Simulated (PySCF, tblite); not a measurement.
**CH9N2SeSi2 radical: geometry, infrared bands and EPR parameters**

Wanted: the infrared bands and EPR parameters of CH9N2SeSi2 radical (`C[N][Si@H]([SeH])[SiH2]N`), by calculation.

The runs use tblite 0.8.0 and PySCF 2.14.0, with density-fitted response routines of our own; the level of theory stands in each step. All values are computed, except where a source is named. Atoms count from 0, in the outputs and in this text.

## Step 1: The starting structure

15 atoms, charge 0, multiplicity 2; geometry from: force field or distance geometry start.

Bonds of the start (Å): C0–N1 1.47, N1–Si2 1.78, Si2–Se3 2.29, Si2–Si4 2.24, Si4–N5 1.78, C0–H6 1.10, C0–H7 1.10, C0–H8 1.11, Si2–H9 1.46, Se3–H10 1.55, Si4–H11 1.47, Si4–H12 1.47, N5–H13 1.05, N5–H14 1.05.

## Step 2: Optimising the geometry with GFN2-xTB

The job: settings as JSON, then the geometry in Å.

```
{"job": {"kind": "relax", "xc": "GFN2-xTB", "basis": "xTB"}, "charge": 0, "multiplicity": 2}
C      2.030700    -0.744900     0.935500
N      1.114600     0.382600     1.166600
Si     0.465100     0.973200    -0.381600
Se    -0.597700     2.975800    -0.044400
Si    -1.018300    -0.493600    -1.197600
N     -2.301400    -0.800100     0.004500
H      2.434800    -1.080900     1.904000
H      1.483800    -1.588700     0.478600
H      2.876900    -0.434200     0.291900
H      1.542200     1.172200    -1.347800
H     -1.514600     2.316400     1.011500
H     -0.330800    -1.755100    -1.515600
H     -1.625800     0.055000    -2.419500
H     -1.810600    -1.097900     0.882100
H     -2.753400     0.128100     0.209900
```

Started as:

```
OMP_NUM_THREADS=1 python probes_run.py task.json out
```

The driver reads the jobs from task.json and runs them one after another.

**Question.** This job is followed by: GFN2-xTB harmonic vibrations, gas phase; UKS B3LYP, def2-TZVP-core on Se, pcH-1 on C H N Si, non-relativistic, mean-field spin-orbit, GIAO. Predict these results of the whole session: strongest single infrared mode (GFN2-xTB); zero-point energy (GFN2-xTB); g(iso) (B3LYP); ⟨S²⟩; largest a(iso) (averaged by class); potential on the surface of density 0.002 e/bohr³, 1st and 99th percentile.

The runs gave:

| quantity | value |
| --- | --- |
| strongest single infrared mode (GFN2-xTB) | 656 cm⁻¹, 486 km/mol |
| zero-point energy (GFN2-xTB) | 61.5 kcal/mol |
| g(iso) (B3LYP) | 2.00677 |
| ⟨S²⟩ | 0.758 (exact 0.75) |
| largest a(iso) (averaged by class) | 29Si on Si4, -93.9 MHz |
| potential on the surface of density 0.002 e/bohr³, 1st and 99th percentile | -1.21 V and 1.50 V |

Over 102 steps the energy fell by 0.989 eV; of the close pairs, Si2–Si4 changed most, 2.240 to 2.400 Å. All 39 modes are real, so the xTB geometry is a minimum. The strongest single mode, at 656 cm⁻¹, has its largest shares on H9, H11 and H12 (the list is cut at 3 atoms). GFN2-xTB is a fitted tight-binding method: band positions and strengths are rough. Its intensities can rank the bands wrongly. N1 carries the largest spin population, 0.73 e. The isotropic g lies 4.5 ppt above the free-electron value. The hyperfine terms hold no scalar relativity, which the heavier nuclei need.
